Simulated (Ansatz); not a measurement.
# Bi2Te3: the cost of one run

Program: Ansatz 0.2.0. PAW datasets, plane waves, zero pressure. Spin-unpolarised throughout; all numbers are computed.

## Step 1: The structure to begin with

The symmetry is R-3m (No. 166, trigonal); a = 4.273 Å, c = 29.235 Å in the conventional setting, 30.83 Å³ an atom. Bi has 6 Te at 2.97–3.14 Å; Te has 3 Bi at 2.97 Å; Te has 6 Bi at 3.14 Å.

Coordinates:

```cif
data_structure
_symmetry_space_group_name_H-M 'P 1'
_symmetry_Int_Tables_number 1
_cell_length_a 10.0526
_cell_length_b 10.0526
_cell_length_c 10.0526
_cell_angle_alpha 24.544
_cell_angle_beta 24.544
_cell_angle_gamma 24.544
_cell_volume 154.13
loop_
_atom_site_label
_atom_site_type_symbol
_atom_site_fract_x
_atom_site_fract_y
_atom_site_fract_z
_atom_site_occupancy
Bi1 Bi 0.40000 0.40000 0.40000 1
Bi2 Bi 0.60000 0.60000 0.60000 1
Te1 Te 0.21000 0.21000 0.21000 1
Te2 Te 0.79000 0.79000 0.79000 1
Te3 Te 0.00000 0.00000 0.00000 1
```

## Step 2: PBE-D3(BJ): cell and atoms

File input.yaml:

```yaml
crystal:
  lattice:
    - [2.1367472, 1.2336515711, 9.745160768]
    - [-2.1367472, 1.2336515711, 9.745160768]
    - [0.0, -2.4673031422, 9.745160768]
  atoms:
    - { symbol: Bi, position: [0.4, 0.4, 0.4] }
    - { symbol: Bi, position: [0.6, 0.6, 0.6] }
    - { symbol: Te, position: [0.21, 0.21, 0.21] }
    - { symbol: Te, position: [0.79, 0.79, 0.79] }
    - { symbol: Te, position: [0.0, 0.0, 0.0] }
kpoints:
  mp_grid: { grid: [6, 6, 6] }
hamiltonian:
  xc: pbe
  dispersion: d3bj
scf:
  occupations: { method: fermi_dirac, width: 0.02 }
relax:
  f_tol: 0.005
  cell: {}
```

Command:

```sh
ansatz run input.yaml --threads 4 --pin off --max-ram 7372MiB --backend cpu --events-out ev --progress --plain --runs-dir out
```

**Question.** How long does this run take on 4 threads of Arm Neoverse V2, shared host, and how much memory does it need?

About 15 s, with a peak of 0.63 GiB.
